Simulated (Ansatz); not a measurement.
# Na: how the settings move a single-point run

Question: which choices in the input matter for Na?

This is Na in the hcp structure; at room conditions it is bcc.

Method: reference: DFT, PBEsol, all-electron LAPW, scalar-relativistic; levels and slopes on a fine mesh, independent-particle optical spectra, in Ansatz 0.2.0.

### Step 1. The starting structure

It takes space group P6_3/mmc (No. 194, hexagonal). The conventional cell has a = 3.715 Å, b = 3.715 Å, c = 6.078 Å, α = 90.00°, β = 90.00°, γ = 120.00°. Na (site symmetry -6m2) is surrounded by 12 Na at 3.72 Å.

As a file:

```
Na
1.0
     3.71547    0.00000    0.00000
    -1.85773    3.21769    0.00000
     0.00000    0.00000    6.07760
Na
2
Direct
  0.33333 0.66667 0.25000
  0.66667 0.33333 0.75000
```

### Step 2. Reference

File input.yaml:

```yaml
crystal:
  lattice:
    - [3.71546858833, 0.0, 0.0]
    - [-1.85773429417, 3.21769018446, 0.0]
    - [0.0, 0.0, 6.07760339387]
  atoms:
    - { symbol: Na, position: [0.333333333333, 0.666666666667, 0.25] }
    - { symbol: Na, position: [0.666666666667, 0.333333333333, 0.75] }
kpoints:
  mp_grid: { grid: [12, 12, 6] }
scf:
  occupations: { method: fermi_dirac, width: 0.08 }
hamiltonian:
  xc: pbesol
  pseudopotentials: { kind: all_electron, lapw: { basis_error: 0.001 } }
output:
  forces: true
  stress: true
  eigenvalues: true
  eigenstates:
    nscf_kmesh: { grid: [16, 16, 12] }
    de_dk: true
    e_range: [-14, 14]
  optics:
    e_range: [0, 30]
    de: 0.2
    sigma: 0.15
    bands: { spectra_wanted_up_to: 30 }
    nscf_kmesh: { grid: [16, 16, 12] }
    drude_damping: 0.05
checkpoint:
  write: ck
  write_wavefunctions: false
```

On the command line:

```bash
$ ansatz run input.yaml --threads 1 --pin off --max-ram 3072MiB --backend cpu --events-out ev --progress --plain --runs-dir out
```

### Step 3. Changing settings: mp_grid.grid [18, 18, 9], lower_state_search off, spin_polarized true

Edit input.yaml of step 2 so:

```diff
@@ -9,5 +9,6 @@
 kpoints:
-  mp_grid: { grid: [12, 12, 6] }
+  mp_grid: { grid: [18, 18, 9] }
 scf:
   occupations: { method: fermi_dirac, width: 0.08 }
+  lower_state_search: "off"
 hamiltonian:
@@ -33 +34,3 @@
   write_wavefunctions: false
+magnetization:
+  spin_polarized: true
```

Q: Predict the outcome of this session. Wanted: for each run, ending; energy change; pressure; gap; force.

As calculated:

```tsv
run	ending	energy change	pressure (GPa)	gap (eV)	force (eV/Å)	cycles	time
reference	converged	0	0.0	0.00	0.00	-	73 s
1: mp_grid.grid [18, 18, 9], lower_state_search off, spin_polarized true	converged	+0.8 meV/atom	0.0	0.00	0.00	12	2.4 min
```

Residual by cycle in the longest SCF loop of each run; runs are numbered as in the table. The quantity is the density residual dr2, in eV.

```tsv
cycle	reference	run 1
1	0.00276	0.00309
2	0.00139	0.00216
3	3.4e-4	0.0017
4	1.2e-4	1.9e-4
5	2.0e-6	3.4e-5
6	1.4e-7	1.8e-5
7	8.0e-9	4.3e-6
8	6.1e-10	1.8e-6
9	1.0e-11	6.9e-8
10	4.3e-13	1.8e-9
11	-	4.1e-11
12	-	1.6e-12
```

What this shows: Changing the k-point mesh, search for lower states and spin polarisation moves the energy by +0.8 meV/atom.
